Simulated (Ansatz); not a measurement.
# TbBeC: the cost of one run

Computed with Ansatz 0.2.0 (DFT PBE, scalar-relativistic, plane waves, PAW; 4f electrons in the core of a trivalent norm-conserving potential, unless a step's input says otherwise).

## 1. Starting point

It takes space group P-6m2 (No. 187, hexagonal). Conventional cell: a = 3.662 Å, b = 3.662 Å, c = 3.591 Å, α = 90.00°, β = 90.00°, γ = 120.00°. Tb (site symmetry -6m2) is surrounded by 6 Be at 2.77 Å and 6 C at 2.77 Å. Be (site symmetry -6m2) has 3 C at 2.11 Å in its first shell of neighbours. C (site symmetry -6m2) has 3 Be at 2.11 Å and 6 Tb at 2.77 Å in its first shell of neighbours.

Coordinates:

```xyz
3
Lattice="3.6624 0.0000 0.0000 -1.8312 3.1718 0.0000 0.0000 0.0000 3.5908" Properties=species:S:1:pos:R:3 pbc="T T T"
Tb    1.8312    1.0573    0.0000
Be    0.0000    2.1145    1.7954
C     0.0000    0.0000    1.7954
```

A structure generator made this guess: species swapped into a database cell of CeNiAs (P-6m2, No. 187), with Tb on the Ce sites, Be on the Ni sites and C on the As sites. Lengths come from tabulated atomic sizes and are only a guess.

## 2. A first look at the guess

Input file input.yaml:

```yaml
crystal:
  lattice:
    - [3.66242837, 0.0, 0.0]
    - [-1.83121418, 3.171756, 0.0]
    - [0.0, 0.0, 3.59076912]
  atoms:
    - { symbol: Tb, position: [0.66666667, 0.33333333, 0.0] }
    - { symbol: Be, position: [0.33333333, 0.66666667, 0.5] }
    - { symbol: C, position: [0.0, 0.0, 0.5] }
basis:
  ecutwfc: 690
kpoints:
  mp_grid: { grid: [6, 6, 6] }
hamiltonian:
  xc: pbe
  pseudopotentials:
    kind: paw
    azcp: { Tb: "pseudopotentials/pbe/nc/lanthanide_3plus/Tb.nc.azcp" }
scf:
  occupations: { method: gaussian, width: 0.1 }
  lower_state_search: "off"
output:
  forces: true
  stress: true
  eigenvalues: true
```

On the command line:

```sh
ansatz run input.yaml --threads 1 --pin off --max-ram 2560MiB --backend cpu --events-out ev --progress --plain --runs-dir out
```

Q: Estimate wall time and peak memory on 1 thread of Arm Neoverse V2, shared host.

About 2.7 s, with a peak of 0.3 GiB.
